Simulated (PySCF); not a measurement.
# [Sm(H2O)]2+: other functionals and bases at one geometry

One table from this session's results is given with a row withheld; the runs are named, their logs left out.

The runs use PySCF 2.14.0; several levels, as the steps say, no spin–orbit coupling.

1 further run of the same task is left out (for a known fault of the program).

## Starting geometry

4 atoms, charge 2, spin multiplicity 1.

Bond lengths: Sm1–O2 2.442 Å, O2–H3 0.987 Å, O2–H4 0.987 Å. Angles: Sm1–O2–H3 128.5°, Sm1–O2–H4 128.5°, H3–O2–H4 103.1°.

As a file:

| atom | x (Å) | y (Å) | z (Å) |
| --- | --- | --- | --- |
| Sm1 | 0.0000 | 0.0000 | -0.1387 |
| O2 | 0.0000 | 0.0000 | 2.3029 |
| H3 | 0.7731 | 0.0000 | 2.9168 |
| H4 | -0.7731 | 0.0000 | 2.9168 |

Formal oxidation states: Sm +2. Each metal's 6 4f electrons lie in its core potential, so multiplicities, spins and levels count the valence alone. An earlier session relaxed this geometry at PBE, Sm lcecp-0-SVP with ECP52, O def2-SVP, H def2-SVP (singlet, point group C2v).

At PBE on the finer grid: E = -104.575164 Eh, frontier levels not given, since the 4f levels lie in the core, Mulliken charge on Sm1 +1.74 e, largest force component 0.004 eV/Å. 

Levels to run: M06-L; wB97X; revPBE; B3LYP; PBE, TZVP. Hardware: 2 threads of Arm Neoverse V2, shared host.

The first run:

The input, run.py (the lines that set the calculation):

```python
mol = gto.M(atom='''
Sm     0.00000     0.00000    -0.13872
O      0.00000     0.00000     2.30289
H      0.77309     0.00000     2.91684
H     -0.77309     0.00000     2.91684''',
    basis={'Sm': 'lcecp-0-SVP', 'O': 'def2-SVP', 'H': 'def2-SVP'},
    ecp={'Sm': 'lcecp-0-SVP'},
    charge=2, spin=0)
mf = dft.RKS(mol, xc='M06L')
mf.grids.atom_grid = (75, 302)  # f atoms: unpruned, at least (60, 302)
mf = mf.density_fit()  # fitting sets: Sm AutoAux, O def2-universal-JKFIT, H def2-universal-JKFIT
mf.conv_tol = 1e-08; mf.max_cycle = 55
mf.kernel(dm0)  # dm0: the density of the relaxed state
```

Started as:

```sh
> OMP_NUM_THREADS=2 python run.py
```

Among the steps run: M06-L; wB97X; revPBE; B3LYP; PBE, TZVP.

One table of the session follows, with a row left open; its other results are not shown here.

| level | charge on Sm1 (e) | dipole (D) | largest force component (eV/Å) |
| --- | --- | --- | --- |
| PBE (relaxed here) | 1.74 | 2.05 | 0.00 |
| M06-L | 1.79 | 1.77 | 0.68 |
| wB97X | 1.79 | 1.76 | 0.70 |
| revPBE | 1.74 | 2.00 | 0.14 |
| B3LYP | ? | ? | ? |
| PBE, TZVP | 1.84 | 2.02 | 0.31 |

**Question.** Estimate the row for B3LYP.

The run gave: charge on Sm1 (e): 1.76; dipole (D): 1.92; largest force component (eV/Å): 0.48. In the column «charge on Sm1 (e)» it lies between revPBE (1.74) and M06-L (1.79).

The dipole of a charged species depends on the origin, so these sizes hold for this origin alone.

The largest leftover force, 0.70 eV/Å with wB97X, stands at a geometry relaxed at another level. With 4f in the core, its levels are missing from HOMO and gap, and its count is fixed, so no charge can pass from the ligands into it. Total energies of different levels can't be compared.
